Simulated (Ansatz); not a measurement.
# SnBr₂Cl₂: small, medium and large basis sets

One table from this session's results is given with a row withheld; the runs are named, their logs left out.

Computed with Ansatz 0.2.0, Gaussian basis. Level: one geometry, several basis sets.

Plan: PBE0-D4/def2-SVP; ωB97M-V/def2-SVP; PBE0-D4/def2-QZVPP; ωB97M-V/def2-QZVPP; the functionals' def2-TZVPP values are taken from earlier runs.

## Structure used throughout

An earlier PBE0-D4 in a triple-zeta def2 set relaxation fixed the geometry. Sn takes the def2 core potential; no spin-orbit term is included.

SMILES `[Cl][Sn]([Cl])([Br])[Br]`, 5 atoms, charge 0, spin multiplicity 1.

Atoms are counted from 1 here; the program's logs count them from 0.

Bond lengths: Cl1–Sn2 2.294 Å, Sn2–Cl3 2.294 Å, Sn2–Br4 2.439 Å, Sn2–Br5 2.439 Å. Angles: Cl1–Sn2–Cl3 108.3°, Cl1–Sn2–Br4 109.5°, Cl1–Sn2–Br5 109.5°, Cl3–Sn2–Br4 109.5°, Cl3–Sn2–Br5 109.5°, Br4–Sn2–Br5 110.7°.

As a file:

```csv
atom,x (Å),y (Å),z (Å)
Cl1,-0.7602,-0.2208,2.1534
Sn2,0.0171,-0.0239,0.0040
Cl3,1.9168,-1.2946,-0.1930
Br4,-1.6739,-0.8449,-1.5494
Br5,0.5502,2.3107,-0.4562
```

Set-up of the first run:

in.yaml reads:

```yaml
crystal:
  periodic: [false, false, false]
  atoms:
    - {symbol: Cl, position_ang: [-0.760184, -0.220761, 2.153365]}
    - {symbol: Sn, position_ang: [0.017057, -0.023938, 0.003989]}
    - {symbol: Cl, position_ang: [1.916835, -1.294647, -0.193018]}
    - {symbol: Br, position_ang: [-1.673883, -0.844917, -1.549421]}
    - {symbol: Br, position_ang: [0.550175, 2.310663, -0.456215]}
basis:
  gaussian: {orbitals: def2-SVP}
hamiltonian: {xc: pbe0, dispersion: d4}
output: {orbitals: {seedname: orbitals}}
```

The run is started by

```
$ ansatz run in.yaml --threads 4 --pin off --events-out ev --progress --plain --max-ram 11315MiB
```

Among the steps run: PBE0-D4 in def2-SVP; ωB97M-V in def2-SVP; PBE0-D4 in def2-QZVPP; ωB97M-V in def2-QZVPP.

One of the session's tables, all rows but one given; the rest of the session is left out.

It belongs to the step «Density functionals: the series». 

| functional | basis | HOMO (eV) | LUMO (eV) |
| --- | --- | --- | --- |
| PBE0-D4 | def2-SVP | -9.00 | -3.26 |
| PBE0-D4 | def2-TZVPP | -9.11 | -3.33 |
| PBE0-D4 | def2-QZVPP | -9.12 | -3.34 |
| ωB97M-V | def2-SVP | -11.18 | -1.19 |
| ωB97M-V | def2-TZVPP | -11.31 | -1.35 |
| ωB97M-V | def2-QZVPP | ? | ? |

**Question.** Estimate the row for ωB97M-V, def2-QZVPP.

As computed: HOMO (eV): -11.33; LUMO (eV): -1.39. In the column «HOMO (eV)» it is the lowest.
